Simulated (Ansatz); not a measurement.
A nudged elastic band was laid between two geometries of a periodic cell of 15 atoms, MoW14 (host W, host structure bcc, dopant Mo, one W atom removed).

Theory: DFT PBE, scalar-relativistic, plane waves, PAW in Ansatz 0.2.0. Settings: PAW set soft_1, cutoff 420 eV, k mesh 3x3x3, gaussian smearing 0.1 eV, no spin polarisation.

- movable images: 5
- climbing image: yes
- spring: 2.0 eV/Å²
- optimiser: quadratic models (default)
- start path: straight line
- force threshold: 0.03 eV/Å
- iteration limit: 53
- end points: relaxed

Image 0:

```xyz
15
Lattice="6.3200 0.0000 0.0000 0.0000 6.3200 0.0000 0.0000 0.0000 6.3200" Properties=species:S:1:pos:R:3
W -0.002 -0.001 -0.001
W 3.154 -0.002 -0.003
W -0.004 3.157 -0.002
W -0.004 -0.002 3.156
Mo 1.592 1.594 1.594
W 3.153 3.155 -0.002
W 3.152 -0.002 3.154
W 4.723 1.588 1.588
W -0.006 3.154 3.154
W 1.587 4.725 1.589
W 1.586 1.589 4.725
W 4.715 4.718 1.595
W 4.715 1.594 4.718
W 1.593 4.717 4.717
W 4.722 4.724 4.724
```

Image 6:

Only the atoms that move by more than 0.05 Å are listed.
```
Mo5 3.145 3.145 3.145
```

Problem. What changes between the two ends?

Solution. Contacts lost: W1–Mo5, W2–Mo5, W3–Mo5, W4–Mo5. Contacts made: Mo5–W12, Mo5–W13, Mo5–W14, Mo5–W15. The atom that moves furthest is Mo5, by 2.69 Å; four of its nearest neighbours are W7 2.72, W6 2.72, W9 2.72, W3 2.75 Å at the first end and W8 2.73, W11 2.73, W10 2.73, W13 2.74 Å at the last.

Problem. Give the energies along the band, and the barrier.

Solution. The forces met the threshold. The highest image is number 4 of 0 to 6, 1.34 eV above the ends, which have the same energy within 2 meV. By the program's own check the climbing image is a first-order saddle point (lowest curvatures found: -4.41 and 8.06 eV/Å²). Limits of this set-up: coarse k mesh, a small cell, in which the defect meets its images.

```
image  path coordinate (Å)  energy (eV)  W1–Mo5 (Å)  W2–Mo5 (Å)  W3–Mo5 (Å)
    0                 0.00         0.00        2.76        2.75        2.75
    1                 0.42         0.46        3.14        2.90        2.90
    2                 0.83         1.25        3.56        3.11        3.11
    3                 1.25         1.29        4.01        3.35        3.35
    4                 1.66         1.34        4.44        3.62        3.62
    5                 2.16         0.62        4.91        4.02        4.02
    6                 2.66         0.00        5.42        4.42        4.42
```

Problem. What is the geometry of the highest image?

Solution. 
```xyz
15
Lattice="6.3200 0.0000 0.0000 0.0000 6.3200 0.0000 0.0000 0.0000 6.3200" Properties=species:S:1:pos:R:3
W 0.004 0.004 0.004
W 3.150 0.038 0.038
W 0.038 3.150 0.038
W 0.038 0.038 3.150
Mo 2.567 2.568 2.568
W 3.180 3.181 -0.024
W 3.180 -0.024 3.180
W 4.804 1.552 1.552
W -0.024 3.181 3.180
W 1.551 4.805 1.552
W 1.551 1.552 4.805
W 4.729 4.729 1.579
W 4.729 1.579 4.729
W 1.579 4.729 4.729
W 4.712 4.713 4.713
```

The run took 15 min on 4 threads of Arm Neoverse V2, on a shared host, peak memory 2.9 GiB.
